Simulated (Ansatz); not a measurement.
The system is Zr3MoC.

```
Zr Mo C
1.0
     4.94251    0.00000    0.00000
     0.00000    4.94251    0.00000
     0.00000    0.00000    4.94251
Zr Mo C
3 1 1
Direct
  0.50000 0.00000 0.00000
  0.00000 0.50000 0.00000
  0.00000 0.00000 0.50000
  0.00000 0.00000 0.00000
  0.50000 0.50000 0.50000
```

The cell was built by a generator and needn't be a form met in nature.

Base run:

* Program: Ansatz 0.2.0
* Functional: PBE
* Potentials or basis: Ansatz PAW
* Cutoff: 420 eV
* Density cutoff: 1680 eV
* k mesh: 6 × 6 × 6
* Occupations: fermi-dirac, width 0.05 eV
* Spin: no spin polarisation

Its results: band gap on the k mesh none (metal or under the smearing width); pressure -0.3 GPa.

**Question.** The run is repeated on the same cell with these changes: k mesh from 6 × 6 × 6 to 5 × 5 × 5. What comes out?

**Answer.** Band gap on the k mesh none (metal or under the smearing width); pressure 0.8 GPa.

Not every run made on this cell is shown here.
